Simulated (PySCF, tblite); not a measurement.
**C₅H₈N₂SSi: geometry, infrared bands and NMR shifts**

Wanted: the infrared bands and NMR shifts of C₅H₈N₂SSi (`C=Cc1cc(S[SiH3])n[nH]1`), by calculation.

Programs: tblite 0.8.0 and PySCF 2.14.0, with density-fitted response routines of our own. Each step states its level of theory. These are calculated values for one molecule in the gas phase, unless marked as measured. Atoms are numbered from 0 throughout.

### Step 1. Starting geometry

17 atoms, charge 0, multiplicity 1; geometry from: force field or distance geometry start.

Bonds of the start (Å): C0–C1 1.33, C1–C2 1.43, C2–C3 1.37, C3–C4 1.41, C4–S5 1.73, S5–Si6 2.14, C4–N7 1.33, N7–N8 1.35, N8–C2 1.37, C0–H9 1.09, C0–H10 1.10, C1–H11 1.09, C3–H12 1.09, Si6–H13 1.49, Si6–H14 1.48, Si6–H15 1.49, N8–H16 1.01.

### Step 2. Relaxing the molecule with GFN2-xTB

Job settings and geometry (Å):

```
{"job": {"kind": "relax", "xc": "GFN2-xTB", "basis": "xTB"}, "charge": 0, "multiplicity": 1}
C     -3.529600     0.750200     0.221800
C     -2.682600    -0.089600    -0.363700
C     -1.284100    -0.042000    -0.072700
C     -0.467500     0.739300     0.707400
C      0.829600     0.224300     0.509700
S      2.248600     0.857300     1.273500
Si     3.898600    -0.302500     0.557600
N      0.845100    -0.785300    -0.355400
N     -0.450900    -0.934200    -0.693800
H     -3.233100     1.518700     0.930000
H     -4.601700     0.693800    -0.004500
H     -3.066600    -0.840300    -1.047700
H     -0.761400     1.549700     1.371600
H      3.755300    -1.733600     0.947900
H      4.057400    -0.144600    -0.906500
H      5.134700     0.208100     1.215400
H     -0.698800    -1.657300    -1.352200
```

Command:

```bash
$ OMP_NUM_THREADS=1 python probes_run.py task.json out
```

One launch serves the whole session: the jobs run in the order shown.

**Question.** This job is followed by: GFN2-xTB harmonic vibrations, gas phase; GIAO PBE0/pcSseg-1 NMR shielding, non-relativistic, gas phase. Predict these results of the whole session: strongest single infrared mode (GFN2-xTB); zero-point energy (GFN2-xTB); 13C shifts against TMS (PBE0/pcSseg-1); 1H shifts against TMS (PBE0/pcSseg-1, means over atoms taken as alike); 33S shifts against CS2 (PBE0/pcSseg-1); 29Si shifts against TMS (PBE0/pcSseg-1); 15N shifts against NH3 (PBE0/pcSseg-1).

As calculated:

```
                                                              quantity                                   value
                             strongest single infrared mode (GFN2-xTB)                    784 cm⁻¹, 430 km/mol
                                          zero-point energy (GFN2-xTB)                           73.8 kcal/mol
                                13C shifts against TMS (PBE0/pcSseg-1)   155.1, 148.8, 130.3, 123.3, 105.5 ppm
1H shifts against TMS (PBE0/pcSseg-1, means over atoms taken as alike)  8.84, 6.70, 6.48, 6.20, 5.67, 4.71 ppm
                                33S shifts against CS2 (PBE0/pcSseg-1)                                -139 ppm
                               29Si shifts against TMS (PBE0/pcSseg-1)                               -64.7 ppm
                                15N shifts against NH3 (PBE0/pcSseg-1)                        321.5, 217.1 ppm
```

**Reading.** Over 53 steps the energy fell by 0.252 eV; of the close pairs, Si6–H13 changed most, 1.490 to 1.452 Å. No mode is imaginary among the 45: a minimum at this level. GFN2-xTB is a fitted tight-binding method: band positions and strengths are rough. Its intensities can rank the bands wrongly. At PBE0/pcSseg-1: The widest tensor belongs to S5: span 497 ppm, with a paramagnetic part of -415 ppm. NICS(1)zz of -25 ppm above the planar ring from C2 marks a diatropic (aromatic) ring current.
